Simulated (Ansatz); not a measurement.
The system is ScRu3.

```
Ru Sc
1.0
    -1.94926    1.94926    4.02229
     1.94926   -1.94926    4.02229
     1.94926    1.94926   -4.02229
Ru Sc
3 1
Direct
  0.50000 0.50000 0.00000
  0.25000 0.75000 0.50000
  0.75000 0.25000 0.50000
  0.00000 0.00000 0.00000
```

The cell comes from a database or a generator and needn't be the stable form of this composition.

| Item | Value |
| --- | --- |
| Program | Ansatz 0.2.0 |
| Task | relaxation of cell and atoms |
| Functional | r2SCAN |
| Dispersion | D3(BJ)-ATM |
| Potentials or basis | Ansatz PAW |
| Cutoff | 500 eV (not typed: the program's choice for these potentials) |
| k mesh | 10 × 10 × 10 |
| Occupations | fermi-dirac, width 0.05 eV |
| Spin | no spin polarisation |

At the start: volume 15.28 Å³/atom.

Where does the relaxation end?

It ends after 5 steps and the volume is 14.77 Å³/atom (-3.4 %); space group I4/mmm (No. 139, to 0.05 Å).

Step by step:
```csv
step,energy change (eV),largest force (eV/Å),volume (Å³)
1,0.0000,0.0000,61.13
2,-0.0519,0.0000,59.21
3,-0.0531,0.0000,59.03
4,-0.0535,0.0000,59.07
5,-0.0520,0.0000,59.07
```

Final structure:
```
CELL_PARAMETERS angstrom
-1.91487 1.91487 4.02756
1.91487 -1.91487 4.02756
1.91487 1.91487 -4.02756
ATOMIC_POSITIONS crystal
Ru 0.50000 0.50000 0.00000
Ru 0.25000 0.75000 0.50000
Ru 0.75000 0.25000 0.50000
Sc 0.00000 0.00000 0.00000
```

Caveat: the plane-wave basis is chosen anew once the cell has moved, so the energies of steps on either side of that aren't comparable; pairwise dispersion overbinds metals, which lowers pressure and volume; the PAW data sets come from PBE, with cores solved anew for the run's functional, which leaves a small shift of forces and pressure.
